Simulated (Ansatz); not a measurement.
## Ga3Se under changes of volume

One of the cells (21.771 Å³/atom); the others are scaled copies at fixed shape and fractional positions:

```xyz
4
Lattice="4.4325 0.0000 0.0000 0.0000 4.4325 0.0000 0.0000 0.0000 4.4325" Properties=species:S:1:pos:R:3 pbc="T T T"
Se    0.0000    0.0000    0.0000
Ga    2.2162    2.2162    0.0000
Ga    2.2162    0.0000    2.2162
Ga    0.0000    2.2162    2.2162
```

The cell comes from a database or a generator and needn't be the stable form of this composition.

- Program: Ansatz 0.2.0
- Functional: PBE
- Potentials or basis: Ansatz PAW
- Cutoff: 420 eV (not typed: the program's choice for these potentials)
- k mesh: 6 × 6 × 6
- Occupations: fermi-dirac, width 0.05 eV
- Spin: no spin polarisation

| volume (Å³/atom) | energy over the lowest point (meV/atom) | pressure (GPa) |
| --- | --- | --- |
| 20.465 | 6.08 | 2.1 |
| 20.900 | 1.74 | 1.1 |
| 21.335 | 0.00 | 0.2 |
| 21.771 | 0.57 | -0.6 |
| 22.206 | 3.15 | -1.3 |
| 22.642 | 7.49 | -1.9 |
| 23.077 | ? | ? |

Q: What does the run at 23.077 Å³/atom give?

A: Energy over the lowest point 13.35 meV/atom; pressure -2.4 GPa.

Worked out: A Birch-Murnaghan fit of order 3 (a polynomial in V^(-2/3)) to the other rows has its minimum at 21.44 Å³/atom with B0 = V·E''(V) = 40 GPa and B' = 5.5. It gives 13.37 meV/atom at 23.077 Å³/atom, against the run's 13.35, and -dE/dV = -2.4 GPa, against -2.4.

Energies are extrapolated to zero smearing.
